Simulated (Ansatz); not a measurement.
# Ga3CuAg5Sn2Au: the cost of one run

All numbers below are computed with Ansatz 0.2.0 (DFT PBE, scalar-relativistic, plane waves, PAW).

1 further run of the same task is left out (for a known fault of the program). Runs told in other sessions of the task aren't counted.

## Step 1: Starting point

The cell holds 12 atoms (Ag5AuCuGa3Sn2): a = 6.221 Å, b = 6.339 Å, c = 6.734 Å, α = 88.75°, β = 91.27°, γ = 120.40°.

The sites of an ideal fcc lattice, at a guessed lattice constant, take 1 Cu, 3 Ga, 1 Au, 2 Sn, 5 Ag (sublattices apart by semicolons), with a shake of 0.02 Å. Warren-Cowley parameters of the first shell (negative: unlike neighbours preferred): Ag-Au -0.40, Ag-Cu -0.40, Ag-Ga +0.07, Ag-Sn -0.20, Au-Cu +1.00, Au-Ga +0.00. In a cell this small the draw can fall short of the order aimed at.

Structure file:

```
CELL_PARAMETERS angstrom
-4.33890 -4.45840 -0.00794
-0.04753 4.51386 4.45026
-3.85027 3.96184 -3.85071
ATOMIC_POSITIONS crystal
Cu 0.51813 0.97458 0.01612
Ga 0.93455 0.95299 0.01310
Ga 0.64861 0.83850 0.34639
Ga 0.18535 0.84900 0.30672
Ag 0.85191 0.16482 0.68378
Ag 0.65039 0.30539 0.31814
Ag 0.50241 0.51695 0.00304
Ag 0.99275 0.53027 0.98841
Ag 0.33821 0.68172 0.66965
Sn 0.37631 0.16767 0.69984
Sn 0.15734 0.33665 0.32375
Au 0.85874 0.69936 0.62625
```

## Step 2: Single point of the final cell

The input, input.yaml:

```yaml
crystal:
  lattice:
    - [-4.3388968654, -4.4583963461, -0.0079356804]
    - [-0.0475281925, 4.513860219, 4.4502624691]
    - [-3.8502748529, 3.9618386532, -3.8507127108]
  atoms:
    - { symbol: Cu, position: [0.5181267864, 0.9745845438, 0.0161182269] }
    - { symbol: Ga, position: [0.9345517988, 0.9529910598, 0.0131030873] }
    - { symbol: Ga, position: [0.6486124397, 0.838504008, 0.3463891828] }
    - { symbol: Ga, position: [0.1853490138, 0.8490043547, 0.306721639] }
    - { symbol: Ag, position: [0.8519135463, 0.1648246488, 0.6837830889] }
    - { symbol: Ag, position: [0.6503879093, 0.305391219, 0.318138346] }
    - { symbol: Ag, position: [0.5024139685, 0.5169523595, 0.0030446306] }
    - { symbol: Ag, position: [0.9927524729, 0.5302714251, 0.9884063302] }
    - { symbol: Ag, position: [0.3382068419, 0.6817181086, 0.6696471726] }
    - { symbol: Sn, position: [0.376312718, 0.1676680075, 0.6998411634] }
    - { symbol: Sn, position: [0.1573401605, 0.3366485082, 0.323750219] }
    - { symbol: Au, position: [0.8587368271, 0.6993591273, 0.6262514352] }
  symmetry: { detect: false }
basis:
  ecutwfc: 420
kpoints:
  mp_grid: { grid: [4, 4, 3] }
hamiltonian:
  xc: pbe
scf:
  occupations: { method: gaussian, width: 0.1 }
  lower_state_search: "off"
output:
  forces: true
  stress: true
  eigenvalues: true
relax:
  adjacent_minimum: "off"
  f_tol: 0.04
  max_steps: 25
  cell: { stress_tol: 0.3 }
```

On the command line:

```bash
$ ansatz run input.yaml --threads 4 --pin off --max-ram 9216MiB --backend cpu --events-out ev --progress --plain --runs-dir out
```

**Question.** How long does this run take on 4 threads of Arm Neoverse V1, shared host, and how much memory does it need?

About 4.1 min, with a peak of 1.2 GiB.
